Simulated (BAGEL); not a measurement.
# B3LYP/6-31G(d) (density fitting with qzvpp-jkfit, spherical functions) run of C2H7BO (BH2(OEt))

Aim: the energy change on altering one bond length of C2H7BO (BH2(OEt)) at B3LYP/6-31G* (density fitting with qzvpp-jkfit, spherical functions), from 2 runs. 

Program for the calculation: BAGEL 1.2.2.

1 further run of the same task is left out (it didn't finish).

**1. The system as given**

C2H7BO has 11 atoms, charge 0, and is taken as a singlet. SMILES: `[H]B([H])OCC`. Geometry: relaxed at GFN2-xTB. This is one conformer, not always the lowest.

Bond lengths: B1–O4 1.321 Å, O4–C5 1.410 Å, C5–C6 1.525 Å, B1–H2 1.183 Å, B1–H3 1.172 Å, C5–H7 1.098 Å, C5–H8 1.096 Å, C6–H9 1.086 Å, C6–H10 1.087 Å, C6–H11 1.088 Å. Some angles: B1–O4–C5 124.6°, O4–C5–C6 110.4°, H2–B1–O4 122.4°, H3–B1–O4 115.6°, O4–C5–H7 110.4°, O4–C5–H8 107.1°, C6–C5–H7 109.9°, C6–C5–H8 110.1°, C5–C6–H9 110.0°, C5–C6–H10 110.1°.

**2. The energy at B3LYP/6-31G(d) (density fitting with qzvpp-jkfit, spherical functions)**

The input, calc.json:

```json
{ "bagel" : [

{
  "title" : "molecule",
  "basis" : "6-31gs.json",
  "df_basis" : "qzvpp-jkfit",
  "angstrom" : "true",
  "geometry" : [
    { "atom" : "B", "xyz" : [    0.896900,    1.425140,   -0.951480 ] },
    { "atom" : "H", "xyz" : [    1.980190,    1.037980,   -0.673950 ] },
    { "atom" : "H", "xyz" : [    0.716970,    2.208590,   -1.803920 ] },
    { "atom" : "O", "xyz" : [   -0.186370,    1.015150,   -0.316460 ] },
    { "atom" : "C", "xyz" : [   -0.193750,    0.056680,    0.717520 ] },
    { "atom" : "C", "xyz" : [   -0.699100,   -1.283870,    0.195040 ] },
    { "atom" : "H", "xyz" : [    0.813470,   -0.061360,    1.137580 ] },
    { "atom" : "H", "xyz" : [   -0.863710,    0.431950,    1.499810 ] },
    { "atom" : "H", "xyz" : [   -0.732350,   -2.008520,    1.003870 ] },
    { "atom" : "H", "xyz" : [   -1.696180,   -1.170730,   -0.222880 ] },
    { "atom" : "H", "xyz" : [   -0.036080,   -1.651000,   -0.585120 ] }
  ]
},
{ "title" : "ks", "xc_func" : "b3lyp", "charge" : 0 },
{ "title" : "print", "file" : "orbitals.molden", "orbitals" : "true" }

]}
```

The basis set 6-31G* is read from a file made from the Basis Set Exchange's data (not shown).

The run is started by

```bash
$ BAGEL_NUM_THREADS=1 BAGEL calc.json > calc.out
```

The program printed:

```text
* using 1 threads per process

  ===============================================================
  ===============================================================

  *** Geometry ***

  { "atom" : "B", "xyz" : [      1.694895,      2.693124,     -1.798037 ] },
  { "atom" : "H", "xyz" : [      3.742017,      1.961498,     -1.273581 ] },
  { "atom" : "H", "xyz" : [      1.354877,      4.173630,     -3.408915 ] },
  { "atom" : "O", "xyz" : [     -0.352188,      1.918355,     -0.598023 ] },
  { "atom" : "C", "xyz" : [     -0.366134,      0.107110,      1.355916 ] },
  { "atom" : "C", "xyz" : [     -1.321108,     -2.426163,      0.368572 ] },
  { "atom" : "H", "xyz" : [      1.537236,     -0.115954,      2.149715 ] },
  { "atom" : "H", "xyz" : [     -1.632175,      0.816267,      2.834230 ] },
  { "atom" : "H", "xyz" : [     -1.383941,     -3.795553,      1.897039 ] },
  { "atom" : "H", "xyz" : [     -3.205316,     -2.212359,     -0.421182 ] },
  { "atom" : "H", "xyz" : [     -0.068181,     -3.119938,     -1.105717 ] },

  Number of auxiliary basis functions:      428

  Since a DF basis is specified, we compute 2- and 3-index integrals:
    o Being stored without compression. Storage requirement is 0.017 GB

  Number of basis functions:       70
  Number of electrons      :       32

    * METHOD: MOLECULE                             0.14

  *** Kohn-Sham DFT ***

    * Removing 20921 points whose weight is below 1.00e-10
    * Grid points: 143045

  === Nuclear Repulsion ===
   119.0190877710

       - DIIS with orbital gradients will be used.

  === KS iteration (b3lyp / 6-31gs.json) ===
      0       -150.03477224          0.16864523           0.33
      1       -142.14719498          0.15383921           0.31
      2       -149.48146580          0.21901653           0.33
      3       -167.70571862          0.13138539           0.30
      4       -176.34642176          0.10562681           0.30
      5       -179.15552298          0.06573467           0.29
      6       -178.86369207          0.07370688           0.29
      7       -179.15540267          0.06348892           0.29
      8       -180.43429354          0.01662095           0.28
      9       -180.47945154          0.01258416           0.29
     10       -180.52792064          0.00061927           0.32
     11       -180.52802520          0.00017883           0.30
     12       -180.52803368          0.00004353           0.29
     13       -180.52803404          0.00003107           0.30
     14       -180.52803438          0.00000437           0.29
     15       -180.52803438          0.00000056           0.28
     16       -180.52803438          0.00000029           0.28
     17       -180.52803438          0.00000007           0.28
     18       -180.52803438          0.00000001           0.28
    * SCF iteration converged.

    * Permanent dipole moment:
           (    0.095190,     0.532664,    -0.497006) a.u.

    * METHOD: KS                                   6.27

    * METHOD: PRINT                                0.01

  ===============================================================
```

It took 6.6 s on 1 thread of AMD EPYC 9R45 (Zen 5), shared host; peak memory 0.45 GiB.

**3. The distorted shape at the same level**

The input, dft.json:

```json
{ "bagel" : [

{
  "title" : "molecule",
  "basis" : "6-31gs.json",
  "df_basis" : "qzvpp-jkfit",
  "angstrom" : true,
  "geometry" : [
    { "atom" : "B", "xyz" : [    0.745834,    1.442844,   -1.014482 ] },
    { "atom" : "H", "xyz" : [    1.829124,    1.055684,   -0.736952 ] },
    { "atom" : "H", "xyz" : [    0.565904,    2.226294,   -1.866922 ] },
    { "atom" : "O", "xyz" : [   -0.337436,    1.032854,   -0.379462 ] },
    { "atom" : "C", "xyz" : [   -0.344816,    0.074384,    0.654518 ] },
    { "atom" : "C", "xyz" : [   -0.850166,   -1.266166,    0.132038 ] },
    { "atom" : "H", "xyz" : [    0.813470,   -0.061360,    1.137580 ] },
    { "atom" : "H", "xyz" : [   -1.014776,    0.449654,    1.436808 ] },
    { "atom" : "H", "xyz" : [   -0.883416,   -1.990816,    0.940868 ] },
    { "atom" : "H", "xyz" : [   -1.847246,   -1.153026,   -0.285882 ] },
    { "atom" : "H", "xyz" : [   -0.187146,   -1.633296,   -0.648122 ] }
  ]
},
{ "title" : "ks", "xc_func" : "b3lyp" },
{ "title" : "print", "file" : "orbitals.molden", "orbitals" : true }

]}
```

The basis set 6-31G* is read from a file made from the Basis Set Exchange's data (not shown).

The run is started by

```bash
$ BAGEL_NUM_THREADS=1 BAGEL dft.json > dft.out
```

The program printed:

```text
* using 1 threads per process

  ===============================================================
  ===============================================================

  *** Geometry ***

  { "atom" : "B", "xyz" : [      1.409422,      2.726580,     -1.917093 ] },
  { "atom" : "H", "xyz" : [      3.456543,      1.994954,     -1.392637 ] },
  { "atom" : "H", "xyz" : [      1.069404,      4.207086,     -3.527971 ] },
  { "atom" : "O", "xyz" : [     -0.637662,      1.951811,     -0.717079 ] },
  { "atom" : "C", "xyz" : [     -0.651608,      0.140565,      1.236860 ] },
  { "atom" : "C", "xyz" : [     -1.606581,     -2.392707,      0.249516 ] },
  { "atom" : "H", "xyz" : [      1.537236,     -0.115954,      2.149715 ] },
  { "atom" : "H", "xyz" : [     -1.917649,      0.849723,      2.715174 ] },
  { "atom" : "H", "xyz" : [     -1.669414,     -3.762097,      1.777983 ] },
  { "atom" : "H", "xyz" : [     -3.490789,     -2.178903,     -0.540239 ] },
  { "atom" : "H", "xyz" : [     -0.353655,     -3.086482,     -1.224773 ] },

  Number of auxiliary basis functions:      428

  Since a DF basis is specified, we compute 2- and 3-index integrals:
    o Being stored without compression. Storage requirement is 0.017 GB

  Number of basis functions:       70
  Number of electrons      :       32

    * METHOD: MOLECULE                             0.12

  *** Kohn-Sham DFT ***

    * Removing 20717 points whose weight is below 1.00e-10
    * Grid points: 143249

  === Nuclear Repulsion ===
   118.3718089946

       - DIIS with orbital gradients will be used.

  === KS iteration (b3lyp / 6-31gs.json) ===
      0       -149.81512949          0.16754662           0.27
      1       -142.40738924          0.15172416           0.27
      2       -149.44589436          0.21620170           0.28
      3       -167.54863808          0.13344248           0.28
      4       -175.60292330          0.10851078           0.27
      5       -178.42019584          0.08029045           0.27
      6       -177.24040566          0.09361842           0.27
      7       -172.99466252          0.12615202           0.27
      8       -180.24168173          0.02934392           0.28
      9       -180.37892359          0.02061554           0.27
     10       -180.51467201          0.00226654           0.27
     11       -180.51583788          0.00128299           0.27
     12       -180.51640248          0.00026724           0.27
     13       -180.51642358          0.00009566           0.27
     14       -180.51642652          0.00001108           0.27
     15       -180.51642655          0.00000660           0.27
     16       -180.51642657          0.00000110           0.29
     17       -180.51642657          0.00000054           0.29
     18       -180.51642657          0.00000005           0.28
     19       -180.51642657          0.00000004           0.28
     20       -180.51642657          0.00000001           0.28
     21       -180.51642657          0.00000000           0.27
    * SCF iteration converged.

    * Permanent dipole moment:
           (    0.144546,     0.521629,    -0.450439) a.u.

    * METHOD: KS                                   6.69

    * METHOD: PRINT                                0.01

  ===============================================================
```

It took 7.2 s on 1 thread of AMD EPYC 9R45 (Zen 5), shared host; peak memory 0.45 GiB.

**4. What came out**

Level: B3LYP/6-31G* (density fitting with qzvpp-jkfit, spherical functions).

| quantity | value |
| --- | --- |
| first shape: total energy | -180.52803 Eh |
| first shape: dipole moment | 1.87 D |
| first shape: HOMO energy | -8.00 eV |
| first shape: LUMO energy | 0.15 eV |
| first shape: HOMO–LUMO gap | 8.15 eV |
| distorted shape: total energy | -180.51643 Eh |
| distorted shape: dipole moment | 1.79 D |
| distorted shape: HOMO energy | -8.03 eV |
| distorted shape: LUMO energy | 0.11 eV |
| distorted shape: HOMO–LUMO gap | 8.14 eV |
| energy change with the C5–H7 bond stretched from 1.098 to 1.262 Å | 0.316 eV |

**Reading.** With the C5–H7 bond stretched from 1.098 to 1.262 Å the energy rises by 0.32 eV (30.5 kJ/mol). The first shape isn't relaxed at this level, so the change isn't measured from a minimum.
